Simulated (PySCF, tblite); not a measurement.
# C7H12Ge: geometry, infrared bands and NMR shifts

Wanted: the infrared bands and NMR shifts of C7H12Ge (`CCCC1=[CH][GeH2][CH]=C1`), by calculation.

The runs use tblite 0.8.0 and PySCF 2.14.0, with density-fitted response routines of our own; the level of theory stands in each step. All values are computed, except where a source is named. Atoms count from 0, in the outputs and in this text.

## 1. The starting structure

20 atoms, charge 0, multiplicity 1; geometry from: force field or distance geometry start.

Bonds of the start (Å): C0–C1 1.51, C1–C2 1.49, C2–C3 1.54, C3–C4 1.31, C4–Ge5 1.94, Ge5–C6 1.93, C6–C7 1.31, C7–C3 1.42, C0–H8 1.09, C0–H9 1.10, C0–H10 1.11, C1–H11 1.10, C1–H12 1.11, C2–H13 1.09, C2–H14 1.10, C4–H15 1.05, Ge5–H16 1.52, Ge5–H17 1.52, C6–H18 1.09, C7–H19 1.12.

## 2. Geometry optimisation with GFN2-xTB

What the job is given:

```
{"job": {"kind": "relax", "xc": "GFN2-xTB", "basis": "xTB"}, "charge": 0, "multiplicity": 1}
C      3.070800     0.280200     0.384700
C      1.605900    -0.038800     0.556600
C      0.890400     0.473500    -0.651400
C     -0.583600     0.114900    -0.403400
C     -1.195800    -0.682500    -1.239500
Ge    -3.006900    -0.907800    -0.580100
C     -2.534800     0.244500     0.898800
C     -1.278700     0.594000     0.733400
H      3.214500     1.354300     0.505800
H      3.343700     0.022100    -0.651500
H      3.703500    -0.339400     1.055100
H      1.235800     0.470300     1.456600
H      1.446600    -1.124600     0.730100
H      1.244600    -0.039200    -1.543900
H      1.017400     1.565800    -0.700700
H     -0.862000    -1.143000    -2.125100
H     -3.273400    -2.343400    -0.145400
H     -4.049100    -0.293300    -1.493500
H     -3.192700     0.534900     1.716700
H     -0.801300     1.268000     1.493800
```

On the command line:

```sh
> OMP_NUM_THREADS=1 python probes_run.py task.json out
```

One launch serves the whole session: the jobs run in the order shown.

Log:

```text
step      E/eV     max force
  0    -624.35277    3.269
  1    -624.59043    1.467
  2    -624.64132    0.607
  3    -624.67865    0.509
  4    -624.72044    0.385
  5    -624.74157    0.357
  6    -624.76676    0.305
  7    -624.78190    0.309
  8    -624.79634    0.308
  9    -624.80785    0.257
 10    -624.81605    0.204
 11    -624.82135    0.160
 12    -624.82611    0.158
 13    -624.83163    0.175
 14    -624.83619    0.127
 15    -624.83880    0.098
 16    -624.84035    0.094
 17    -624.84182    0.093
 18    -624.84338    0.101
 19    -624.84484    0.085
 20    -624.84619    0.097
 21    -624.84752    0.095
 22    -624.84873    0.078
 23    -624.84964    0.066
 24    -624.85039    0.063
 25    -624.85122    0.082
 26    -624.85230    0.090
 27    -624.85348    0.079
 28    -624.85449    0.069
 29    -624.85534    0.064
 30    -624.85632    0.086
 31    -624.85757    0.100
 32    -624.85884    0.077
 33    -624.85980    0.065
 34    -624.86050    0.056
 35    -624.86111    0.077
 36    -624.86174    0.074
 37    -624.86229    0.079
 38    -624.86274    0.069
 39    -624.86315    0.047
 40    -624.86351    0.052
 41    -624.86379    0.043
 42    -624.86399    0.032
 43    -624.86414    0.027
 44    -624.86426    0.022
 45    -624.86435    0.019
 46    -624.86441    0.016
 47    -624.86447    0.018
 48    -624.86454    0.018
 49    -624.86460    0.019
 50    -624.86465    0.020
 51    -624.86470    0.016
 52    -624.86474    0.017
 53    -624.86480    0.021
 54    -624.86485    0.021
 55    -624.86491    0.019
 56    -624.86496    0.017
 57    -624.86502    0.019
 58    -624.86508    0.023
 59    -624.86518    0.025
 60    -624.86532    0.030
 61    -624.86552    0.032
 62    -624.86577    0.037
 63    -624.86602    0.040
 64    -624.86622    0.033
 65    -624.86636    0.028
 66    -624.86647    0.024
 67    -624.86658    0.025
 68    -624.86673    0.030
 69    -624.86688    0.029
 70    -624.86701    0.023
 71    -624.86711    0.023
 72    -624.86721    0.024
 73    -624.86733    0.030
 74    -624.86743    0.028
 75    -624.86750    0.016
 76    -624.86755    0.015
 77    -624.86759    0.016
 78    -624.86765    0.019
 79    -624.86770    0.018
 80    -624.86773    0.013
 81    -624.86776    0.012
 82    -624.86779    0.015
 83    -624.86785    0.021
 84    -624.86790    0.018
 85    -624.86793    0.010
```

Wall time 0.67 s (1 thread of Intel Xeon, shared host).

Along the way: (not every step is listed)

| step | energy from step 0 (eV) | largest force (eV/Å) |
| --- | --- | --- |
| 0 | 0.0000 | 3.2687 |
| 1 | -0.2377 | 1.4673 |
| 2 | -0.2885 | 0.6072 |
| 3 | -0.3259 | 0.5087 |
| 4 | -0.3677 | 0.3848 |
| 5 | -0.3888 | 0.3566 |
| 6 | -0.4140 | 0.3047 |
| 7 | -0.4291 | 0.3090 |
| 8 | -0.4436 | 0.3085 |
| 15 | -0.4860 | 0.0983 |
| 22 | -0.4960 | 0.0777 |
| 29 | -0.5026 | 0.0641 |
| 36 | -0.5090 | 0.0741 |
| 43 | -0.5114 | 0.0265 |
| 50 | -0.5119 | 0.0201 |
| 57 | -0.5122 | 0.0193 |
| 64 | -0.5135 | 0.0331 |
| 71 | -0.5143 | 0.0233 |
| 78 | -0.5149 | 0.0188 |
| 80 | -0.5150 | 0.0128 |
| 81 | -0.5150 | 0.0116 |
| 82 | -0.5150 | 0.0149 |
| 83 | -0.5151 | 0.0209 |
| 84 | -0.5151 | 0.0185 |
| 85 | -0.5152 | 0.0101 |

Close pairs (by a distance rule), those that changed most:

```
   bond  before (Å)  after (Å)  change (Å)
  C3–C7       1.416      1.466      +0.050
 C7–H19       1.123      1.082      -0.041
  C2–C3       1.537      1.497      -0.040
  C1–C2       1.495      1.533      +0.039
  C3–C4       1.308      1.341      +0.033
 C4–H15       1.053      1.077      +0.024
 C0–H10       1.111      1.088      -0.023
Ge5–H16       1.523      1.501      -0.022
```

The end geometry stands in the next job.

## 3. Vibrational analysis with GFN2-xTB

What the job is given:

```
{"job": {"kind": "ir", "xc": "GFN2-xTB", "basis": "xTB"}, "charge": 0, "multiplicity": 1}
C      3.173139     0.258098     0.361333
C      1.710516    -0.140172     0.510574
C      0.832821     0.533753    -0.550831
C     -0.600295     0.128625    -0.398160
C     -1.236708    -0.749382    -1.186582
Ge    -3.065610    -0.957007    -0.560823
C     -2.646231     0.319180     0.852180
C     -1.374912     0.702083     0.707115
H      3.291678     1.334161     0.472610
H      3.546400    -0.027111    -0.620086
H      3.782609    -0.234031     1.115769
H      1.353834     0.135777     1.505618
H      1.612437    -1.224109     0.413616
H      1.193706     0.257484    -1.544107
H      0.917492     1.619187    -0.446590
H     -0.752434    -1.223527    -2.023548
H     -3.447756    -2.329299    -0.087112
H     -4.131687    -0.509118    -1.518025
H     -3.277487     0.699050     1.637638
H     -0.886659     1.417037     1.356375
```

Log:

```text
mode    cm-1     km/mol
  1      54.2      0.05
  2      76.2      0.02
  3      88.5      0.13
  4     199.9      0.16
  5     231.9      0.01
  6     272.1      0.95
  7     273.7      4.55
  8     323.5      0.60
  9     404.9     11.50
 10     434.3     55.87
 11     495.3     12.04
 12     550.4     51.59
 13     578.5     38.83
 14     615.6     12.35
 15     700.1      8.51
 16     732.7     54.55
 17     767.3     54.14
 18     777.7      1.34
 19     786.3     17.50
 20     829.9    222.15
 21     883.2     16.89
 22     907.9      7.52
 23     914.4      0.65
 24     946.3      2.27
 25    1074.7      2.84
 26    1088.6      0.51
 27    1106.4      4.89
 28    1111.0      0.54
 29    1113.7      9.92
 30    1217.6      1.79
 31    1238.8      2.34
 32    1274.1      1.02
 33    1280.9      0.55
 34    1321.0      5.05
 35    1352.5      3.93
 36    1416.3      1.04
 37    1483.6      0.62
 38    1497.2      0.29
 39    1503.9      2.81
 40    1506.3      1.62
 41    1562.1      7.97
 42    1627.8     14.44
 43    1959.3    318.40
 44    2014.3    499.54
 45    2952.2     13.71
 46    2967.8     35.84
 47    2977.6     25.68
 48    2983.8     56.63
 49    3027.7     50.39
 50    3031.5     50.15
 51    3037.5     36.94
 52    3044.9     54.62
 53    3086.4      1.38
 54    3089.6     84.73
```

Run time: 0.87 s. Hardware: 1 thread of Intel Xeon, shared host.

Which atoms move in the most intense modes:

```
cm⁻¹  km/mol                                 atoms
 434    55.9  H16 28 %, H17 28 %, C6 11 %, C4 10 %
 733    54.5            C4 36 %, H15 16 %, C2 12 %
 830   222.2                    H17 46 %, H16 46 %
1959   318.4                    H16 51 %, H17 48 %
2014   499.5                    H17 50 %, H16 48 %
2984    56.6          H11 42 %, H12 24 %, H13 24 %
3045    54.6                              H19 90 %
3090    84.7                    H18 59 %, H15 31 %
```

## 4. Shielding tensors: PBE0/pcSseg-1

Same as in step 3 but for these lines:

```diff
@@ -1,2 +1,2 @@
-{"job": {"kind": "ir", "xc": "GFN2-xTB", "basis": "xTB"}, "charge": 0, "multiplicity": 1}
+{"job": {"kind": "nmr", "xc": "PBE0", "basis": "pcSseg-1"}, "charge": 0, "multiplicity": 1}
 C      3.173139     0.258098     0.361333
```

With the program's defaults for keys left out, this is: GIAO PBE0/pcSseg-1 NMR shielding, non-relativistic, gas phase.

Log:

```text
coarse grid: 73344 points
cycle   1  E = -2349.9788457100  dE =  2.966e-01  |g| = 9.496e-01  |ddm| = 4.186e+00
cycle   2  E = -2349.9423512600  dE =  3.649e-02  |g| = 9.896e-01  |ddm| = 1.200e+00
cycle   3  E = -2350.0740354753  dE = -1.317e-01  |g| = 8.414e-02  |ddm| = 7.533e-01
cycle   4  E = -2350.0752757732  dE = -1.240e-03  |g| = 3.404e-02  |ddm| = 1.146e-01
cycle   5  E = -2350.0755776222  dE = -3.018e-04  |g| = 1.051e-02  |ddm| = 4.301e-02
cycle   6  E = -2350.0756025020  dE = -2.488e-05  |g| = 3.553e-03  |ddm| = 1.071e-02
cycle   7  E = -2350.0756055359  dE = -3.034e-06  |g| = 6.388e-04  |ddm| = 3.547e-03
final grid: 155960 points
cycle   8  E = -2350.0756120712  dE =  6.849e-08  |g| = 9.419e-04  |ddm| = 2.960e-03
cycle   9  E = -2350.0756116219  dE =  4.493e-07  |g| = 1.640e-03  |ddm| = 2.563e-03
cycle  10  E = -2350.0756122975  dE = -6.756e-07  |g| = 1.762e-04  |ddm| = 1.565e-03
cycle  11  E = -2350.0756123049  dE = -7.325e-09  |g| = 2.428e-05  |ddm| = 1.789e-04
cycle  12  E = -2350.0756123050  dE = -1.228e-10  |g| = 2.552e-06  |ddm| = 2.955e-05
converged SCF energy = -2350.0756123050

GIAO shielding tensors (ppm)
atom      isotropic    diamagn.    paramagn.     s11        s22        s33       span
  0 C      169.436     244.851     -75.415    158.967    161.731    187.609     28.641
  1 C      157.494     248.556     -91.062    142.900    158.701    170.880     27.980
  2 C      142.464     248.340    -105.876    124.643    136.850    165.898     41.255
  3 C       17.682     260.836    -243.153   -104.568     22.805    134.811    239.379
  4 C       61.393     252.925    -191.532    -33.260     61.101    156.337    189.597
  5 Ge    1476.090    2754.917   -1278.827   1330.496   1480.411   1617.364    286.868
  6 C       49.064     259.396    -210.332    -57.330     38.941    165.582    222.913
  7 C       30.633     252.804    -222.171    -84.802     45.826    130.873    215.675
  8 H       30.762      28.530       2.232     26.558     28.982     36.744     10.186
  9 H       30.690      28.562       2.129     26.336     29.165     36.571     10.234
 10 H       30.393      27.142       3.251     25.880     27.479     37.819     11.939
 11 H       30.062      32.831      -2.769     24.883     31.006     34.297      9.414
 12 H       30.439      32.671      -2.232     25.611     31.059     34.648      9.037
 13 H       29.300      33.486      -4.186     24.850     30.378     32.671      7.821
 14 H       29.478      32.694      -3.216     26.221     29.195     33.018      6.797
 15 H       25.803      33.473      -7.670     23.835     25.253     28.320      4.486
 16 H       27.128      28.798      -1.670     20.935     21.370     39.078     18.142
 17 H       27.121      28.660      -1.540     20.832     21.306     39.225     18.393
 18 H       25.192      31.074      -5.882     23.996     25.150     26.430      2.434
 19 H       24.602      33.105      -8.503     21.934     23.007     28.866      6.932
```

Wall time 53 s (1 thread of Intel Xeon, shared host); peak memory 1 GiB.

The references, computed at this level on geometries of the same kind, shield at (ppm): ¹H TMS 31.72, ¹³C TMS 186.9, ⁷³Ge GeMe4 1331. Their shielding less the atom's gives the shift. The references are single molecules in the gas phase. Atoms listed in one row are averaged.

```csv
atoms,environment,σ (ppm),δ (ppm)
C3,fully substituted alkene carbon,17.7,169.2
C7,alkene CH,30.6,156.3
C6,alkene CH,49.1,137.9
C4,alkene CH,61.4,125.5
C2,allylic sp3 CH2,142.5,44.5
C1,sp3 CH2,157.5,29.4
C0,methyl carbon,169.4,17.5
H19,hydrogen on an alkene CH,24.60,7.11
H18,hydrogen on an alkene CH,25.19,6.52
H15,hydrogen on an alkene CH,25.80,5.91
"H16, H17","hydrogen on a germanium bonded to 2 C, in a 5-membered ring",27.12,4.59
"H13, H14",hydrogen on an allylic sp3 CH2,29.39,2.33
"H11, H12",hydrogen on an sp3 CH2,30.25,1.47
"H8, H9, H10",hydrogen on a methyl carbon,30.61,1.10
Ge5,"germanium bonded to 2 C, 2 H, in a 5-membered ring",1476,-145
```

Charges from the same density, by scheme (e):

```csv
atoms,Mulliken,IAO,Hirshfeld,ESP fit
C0,-0.26,-0.42,-0.12,-0.39
C1,-0.28,-0.24,-0.06,0.34
C2,-0.09,-0.26,-0.07,-0.29
C3,-0.25,0.02,0.01,0.21
C4,-0.37,-0.42,-0.15,-0.51
Ge5,0.61,0.63,0.32,0.48
C6,-0.38,-0.40,-0.14,-0.39
C7,-0.01,-0.14,-0.05,-0.19
```

Mayer bond orders: C0–C1 1.07, C1–C2 1.01, C2–C3 1.06, C3–C4 1.75, C4–Ge5 0.91, Ge5–C6 0.89, C6–C7 1.79, C7–C3 1.04.

Ring of atoms C3, C4, Ge5, C6, C7: NICS(0) -0.1, NICS(1) -2.4, NICS(1)zz 0.4 ppm (means of both faces).

## 5. Summary of results

| quantity | value |
| --- | --- |
| strongest single infrared mode (GFN2-xTB) | 2014 cm⁻¹, 500 km/mol |
| zero-point energy (GFN2-xTB) | 101.2 kcal/mol |
| ¹³C shifts against TMS (PBE0/pcSseg-1) | 169.2, 156.3, 137.9, 125.5, 44.5, 29.4, 17.5 ppm |
| ¹H shifts against TMS (PBE0/pcSseg-1, means over atoms taken as alike) | 7.11, 6.52, 5.91, 4.59, 2.33, 1.47, 1.10 ppm |
| ⁷³Ge shifts against GeMe4 (PBE0/pcSseg-1) | -145 ppm |

In words: Relaxing lowered the energy by 0.515 eV in 85 steps; the close pair that moved most is C3–C7, from 1.416 to 1.466 Å. No mode is imaginary among the 54: a minimum at this level. The strongest single mode, at 2014 cm⁻¹, moves mainly H17 and H16. Unscaled tight-binding wavenumbers are off by several per cent, some by more. Its intensities can rank the bands wrongly. At PBE0/pcSseg-1: Shielding is most anisotropic at Ge5 (span 287 ppm, paramagnetic term -1279 ppm). Spin-orbit coupling is left out, which matters for shieldings and couplings at and beside the heavy atoms.
